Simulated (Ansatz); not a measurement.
Crystal: MnHg.

```
Hg Mn
1.0
     3.28800    0.00000    0.00000
     0.00000    3.28800    0.00000
     0.00000    0.00000    3.31300
Hg Mn
1 1
Direct
  0.00000 0.00000 0.00000
  0.50000 0.50000 0.50000
```

Base run:

- Program: Ansatz 0.2.0
- Functional: LDA
- Potentials or basis: Ansatz PAW
- Cutoff: 420 eV
- Density cutoff: 1680 eV
- k mesh: 8 × 8 × 8
- Occupations: gaussian, width 0.1 eV
- Spin: collinear spin, ferromagnetic start
- Starting moments: [0.0, 4.0] μB

Its results: band gap on the k mesh none (metal or under the smearing width); pressure -8.8 GPa; net moment 3.75 μB per cell; site moments Hg -0.02; Mn +3.70 μB.

**Question.** The run is repeated on the same cell with these changes: functional from LDA to PBEsol; occupations from gaussian, width 0.1 eV to gaussian, width 0.05 eV. What comes out?

**Answer.** Band gap on the k mesh none (metal or under the smearing width); pressure -3.4 GPa; net moment 3.90 μB per cell; site moments Hg -0.02; Mn +3.86 μB.

Caveats: the PAW data sets come from PBE, with cores solved anew for the run's functional, which leaves a small shift of forces and pressure.

Not every run made on this cell is shown here.
